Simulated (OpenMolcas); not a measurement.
# GaCl (SMILES [Cl][Ga]): HF/ANO-R2 (sfX2C, RICD fitting, fitting threshold 0.0001)

What is the vertical ionisation energy of GaCl at HF/ANO-R2 (sfX2C, RICD fitting, fitting threshold 0.0001)? 

Program for the calculation: OpenMolcas 26.06.

## Step 1: The structure to begin with

GaCl has 2 atoms, charge 0, and is taken as a singlet. SMILES: `[Cl][Ga]`. Geometry: a GFN2-xTB relaxation, a rough one for these elements and not checked as a minimum.

Bond lengths: Cl1–Ga2 2.169 Å.

## Step 2: The energy at HF/ANO-R2 (sfX2C, RICD fitting, fitting threshold 0.0001)

mol.xyz reads:

```xyz
2

Cl     0.000000     0.000000     0.000000
Ga     0.000000     0.000000     2.168600
```

job.inp reads:

```
* ClGa Hartree-Fock
>>> EXPORT MOLCAS_PRINT=2
&GATEWAY
COORD = mol.xyz
BASIS = ANO-R2
GROUP = NoSym
RICD
CDTHRESHOLD = 0.0001
&SEWARD
&SCF
PRORBITALS = 0
```

Run with:

```sh
$ export MOLCAS_MEM=1860
$ pymolcas job.inp > job.log
```

Output (excerpt; [...] marks lines left out):

```text
--- Start Module: gateway ---
[...]
--- Stop Module: gateway /rc=_RC_ALL_IS_WELL_ ---
[...]
--- Start Module: seward ---
[...]
      Basis functions          110
--- Stop Module: seward /rc=_RC_ALL_IS_WELL_ ---
[...]
--- Start Module: scf ---
[...]
       Convergence after  10 Iterations
[...]
::    Total SCF energy                              -2403.2586393894
[...]
      Total spin, S                                     0.0000000000
[...]
      Total electronic charge=   48.000000
      Total            charge=   -0.000000
[...]
      Dipole Moment (debye):
      Origin of the operator (angstrom)=    0.0000    0.0000    1.4387
                   X= -1.4636E-13               Y=  1.8538E-13               Z=  2.1344E+00           Total=  2.1344E+00
      Quadrupole Moment (debye*angstrom):
[...]
--- Stop Module: scf /rc=_RC_ALL_IS_WELL_ ---
[...]
```

It took 20 s on 1 thread of AMD EPYC 7R13 (Zen 3), shared host; peak memory 0.18 GiB.

## Step 3: The doublet cation

mol.xyz is that of step 2.

job.inp reads:

```
&GATEWAY
 Coord=mol.xyz
 Basis=ANO-R2
 Group=NoSym
 RICD
 CDThreshold=0.0001

&SEWARD

&SCF
 UHF
 Charge=1
 Spin=2
 PrOrbitals=0
```

Run with:

```sh
$ export MOLCAS_MEM=1860
$ pymolcas job.inp > job.log
```

Output (excerpt; [...] marks lines left out):

```text
--- Start Module: gateway ---
[...]
--- Stop Module: gateway /rc=_RC_ALL_IS_WELL_ ---
[...]
--- Start Module: seward ---
[...]
      Basis functions          110
--- Stop Module: seward /rc=_RC_ALL_IS_WELL_ ---
[...]
--- Start Module: scf ---
[...]
       Convergence after  18 Iterations
[...]
::    Total SCF energy                              -2402.9335549611
[...]
      Total spin, S                                     0.5144401651
[...]
      Total electronic charge=   47.000000
      Total            charge=    1.000000
[...]
      Dipole Moment (debye):
      Origin of the operator (angstrom)=    0.0000    0.0000    1.4387
                   X=  3.7051E-14               Y=  1.9543E-13               Z=  3.7990E+00           Total=  3.7990E+00
      Center of Charge (angstrom)
[...]
--- Stop Module: scf /rc=_RC_ALL_IS_WELL_ ---
[...]
```

It took 28 s on 1 thread of AMD EPYC 7R13 (Zen 3), shared host; peak memory 0.18 GiB.

## Step 4: What came out

Level: HF/ANO-R2 (sfX2C, RICD fitting, fitting threshold 0.0001).

| quantity | value |
| --- | --- |
| singlet GaCl: total energy | -2403.25864 Eh |
| singlet GaCl: dipole moment | 2.13 D |
| singlet GaCl: HOMO energy | -9.57 eV |
| singlet GaCl: LUMO energy | 1.01 eV |
| singlet GaCl: HOMO–LUMO gap | 10.58 eV |
| doublet cation: total energy | -2402.93355 Eh |
| doublet cation: HOMO energy (highest over α and β) | -18.25 eV |
| doublet cation: LUMO energy (lowest over α and β) | -8.17 eV |
| doublet cation: ⟨S²⟩ | 0.779 |
| vertical ionisation energy (to the doublet cation) | 8.846 eV |

**Reading.** The vertical ionisation energy comes to 8.85 eV (854 kJ/mol). The negative HOMO energy of the first species, 9.57 eV, lies 0.72 eV above that difference.
